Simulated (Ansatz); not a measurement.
# BGeH₃ (singlet): wave-function methods side by side, cc-pVTZ

The task here is to estimate one member of a computed series from the others.

The runs use Ansatz 0.2.0, Gaussian basis; cc-pVTZ, core rule «outside noble gas», up to 15 orbitals frozen.

The runs, in order: UHF; CCSD(T) on RHF; CCSD(T) on UHF; BCCD(T) on RHF; CCSDT(Q) on RHF; CCSDT(Q) on UHF; CASSCF and NEVPT2, 10 electrons in 11 orbitals.

7 further runs of the same task are left out: 1 for a known fault of the program, 6 set aside as unsound or not needed.

## The system

The geometry is a PBE0/def2-TZVP stationary point (not a proven minimum) of the parent state, kept for this charge and spin. No spin-orbit coupling is included. The filled d shell of Ge may be among the frozen orbitals whatever the setting's name suggests; the logs give the count.

5 atoms, charge 0, spin multiplicity 1.

Atoms are counted from 1 here; the program's logs count them from 0.

Bond lengths: Ge1–B2 2.042 Å, Ge1–H3 1.540 Å, Ge1–H4 1.541 Å, Ge1–H5 1.540 Å. Angles: B2–Ge1–H3 113.2°, B2–Ge1–H4 102.7°, B2–Ge1–H5 113.2°, H3–Ge1–H4 109.4°, H3–Ge1–H5 108.8°, H4–Ge1–H5 109.4°.

Set-up of the first run:

Contents of in.yaml:

```yaml
crystal:
  periodic: [false, false, false]
  atoms:
    - {symbol: Ge, position_ang: [-0.001461, 0.000000, 0.237148]}
    - {symbol: B, position_ang: [0.029551, 0.000003, -1.804248]}
    - {symbol: H, position_ang: [0.648910, 1.252233, 0.854533]}
    - {symbol: H, position_ang: [-1.509666, -0.000094, 0.552300]}
    - {symbol: H, position_ang: [0.649065, -1.252153, 0.854532]}
basis:
  gaussian: {orbitals: cc-pVTZ}
magnetization: {spin_polarized: true, initial_magnetization: 0}
hamiltonian: {xc: hf}
output: {orbitals: {seedname: orbitals}}
```

Command:

```
$ ansatz run in.yaml --threads 1 --pin off --events-out ev --progress --plain --max-ram 4096MiB --backend cpu
```

Steps of the session up to this table: UHF; CCSD(T) on RHF; CCSD(T) on UHF; BCCD(T) on RHF; CCSDT(Q) on RHF; CCSDT(Q) on UHF; CASSCF and NEVPT2, 10 electrons in 11 orbitals.

One of the session's tables, all rows but one given; the rest of the session is left out.

It belongs to the step «Misses and costs». 

| method | from RCCSDT(Q) (kJ/mol) |
| --- | --- |
| RHF | +639.0 |
| UHF | +604.7 |
| RMP2 | +143.0 |
| UMP2 | +151.3 |
| RCCSD | +24.3 |
| UCCSD | +25.8 |
| RCCSD(T) | +4.4 |
| UCCSD(T) | +5.4 |
| BCCD(T) | ? |
| RCCSDT | +1.0 |
| UCCSDT | +1.2 |
| RCCSDT(Q) | 0 |
| UCCSDT(Q) | 0.0 |
| CASSCF valence | +375.8 |
| NEVPT2 valence | +102.5 |

Q: Estimate the row for BCCD(T) from the others.

As computed: from RCCSDT(Q) (kJ/mol): +4.2. In the column «from RCCSDT(Q) (kJ/mol)» it lies between UCCSDT (+1.2) and RCCSD(T) (+4.4).

Limits of these values: The determinant is far from a pure spin state, so its energy mixes those of several spin states (harmless only where they are near-degenerate, as at dissociation). Restricted and unrestricted rows rest on different reference determinants; where their highest levels disagree by more than a few hundredths of an eV, they describe different states and don't form one ladder.
